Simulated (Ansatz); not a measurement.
This script for Ansatz's Python interface starts 4 runs on Pt₃Pb, space group Pm-3m. What input does the engine get in each?

Script `pt3pb.py`:
```python
'''Volume and enthalpy of Pt3Pb against pressure.'''

from dataclasses import dataclass

import ansatz as az
import numpy as np


@dataclass
class Settings:
    mesh: tuple[int, ...] = (6, 6, 6)
    cutoff: int = 510


settings = Settings()

def edges_and_angles(cell):
    cell = np.asarray(cell)
    a, b, c = np.linalg.norm(cell, axis=1)
    cosines = cell[1] @ cell[2] / (b * c), cell[0] @ cell[2] / (a * c), cell[0] @ cell[1] / (a * b)
    return (a, b, c, *np.degrees(np.arccos(cosines)))

lattice = az.Lattice.of(
    (4.058, 0.0, 0.0),
    (0.0, 4.058, 0.0),
    (0.0, 0.0, 4.058),
)
sites = [
    ('Pt', (0.0, 0.5, 0.5)),
    ('Pt', (0.5, 0.0, 0.5)),
    ('Pt', (0.5, 0.5, 0.0)),
    ('Pb', (0.0, 0.0, 0.0)),
]
crystal = az.Crystal(lattice=lattice)
for symbol, position in sites:
    crystal = crystal.atom(symbol, position)

model = crystal.calculation()
model = model.kpoints(*settings.mesh)
model = model.occupations(az.OccupationsMethod.FERMI_DIRAC, width=100 * az.meV).functional(az.Functional.LDA)
model = model.pseudopotentials('paw').basis(settings.cutoff)

# H = F + PV, with 1 GPa A^3 = 1/160.21766 eV
rows = []
for pressure in [0, 5, 10, 20]:
    outcome = model.relax(cell=True, pressure=pressure, force_tolerance=0.01, max_steps=40).run(threads=1)
    cell = outcome.lattice.cell_ang
    n_atoms = len(outcome.lattice.sites)
    volume = abs(np.linalg.det(cell)) / n_atoms
    enthalpy = outcome.report['free_energy_ev'] / n_atoms + pressure * volume / 160.21766
    rows.append((pressure, volume, enthalpy, *edges_and_angles(cell)))
    print(f'{pressure} GPa done: {volume:.4f} A^3/atom')

print(' P (GPa)  V (A^3/atom)  H (eV/atom)     a       b       c')
for row in rows:
    print('{:8.1f} {:12.4f} {:14.5f} {:7.4f} {:7.4f} {:7.4f}'.format(*row[:6]))
p, v = np.array([row[0] for row in rows], float), np.array([row[1] for row in rows])
print('mean bulk modulus between rows (GPa):', np.round(-np.diff(p) / np.diff(np.log(v)), 1))
```

Run 1:
```yaml
crystal:
  lattice:
    - [4.058, 0.0, 0.0]
    - [0.0, 4.058, 0.0]
    - [0.0, 0.0, 4.058]
  atoms:
    - { symbol: Pt, position: [0.0, 0.5, 0.5] }
    - { symbol: Pt, position: [0.5, 0.0, 0.5] }
    - { symbol: Pt, position: [0.5, 0.5, 0.0] }
    - { symbol: Pb, position: [0.0, 0.0, 0.0] }
basis:
  ecutwfc: 510.0
kpoints:
  mp_grid:
    grid: [6, 6, 6]
hamiltonian:
  xc: lda
  pseudopotentials:
    kind: paw
scf:
  occupations:
    method: fermi_dirac
    width: 0.1
relax:
  f_tol: 0.01
  max_steps: 40
  cell:
    p_target: 0.0
```

Run 2, against run 1:
```diff
-    p_target: 0.0
+    p_target: 5.0
```

Run 3, against run 1:
```diff
-    p_target: 0.0
+    p_target: 10.0
```

Run 4, against run 1:
```diff
-    p_target: 0.0
+    p_target: 20.0
```

```console
$ python pt3pb.py
0 GPa done: 16.4880 A^3/atom
5 GPa done: 16.1398 A^3/atom
10 GPa done: 15.8289 A^3/atom
20 GPa done: 15.3056 A^3/atom
 P (GPa)  V (A^3/atom)  H (eV/atom)     a       b       c
     0.0      16.4880   -12084.41485  4.0403  4.0403  4.0403
     5.0      16.1398   -12083.90590  4.0116  4.0116  4.0116
    10.0      15.8289   -12083.40721  3.9857  3.9857  3.9857
    20.0      15.3056   -12082.43614  3.9413  3.9413  3.9413
mean bulk modulus between rows (GPa): [234.3 257.  297.5]
```

The volume falls from 16.49 Å³ an atom at 0 GPa to 15.31 at 20 GPa, by 7.2 %. Between 0 and 5 GPa, -V dP/dV is about 234 GPa, a mean over that step.

Reading the output:
- Absolute energies stand on the zero of these potentials, so only differences at equal settings mean something.
- At a fixed pressure a relaxation lowers the enthalpy F + PV, while F alone can rise.
- The mesh is modest for a metal, so energies can be off by several to tens of meV an atom and pressures by half a GPa or more; differences at equal mesh fare better.
- Spin-orbit coupling, which matters for elements this heavy, is left out.
- The starting cell is as deposited in a crystallographic database; the results hold for this polymorph, which needn't be the stable one.
- Symmetry holds the cell in this phase, whether or not it is the stable one at each pressure.
- Wall time of the script: 37 s on 1 thread of Intel(R) Xeon(R) 6975P-C (Granite Rapids), with other jobs on the host, peak memory 0.48 GiB.
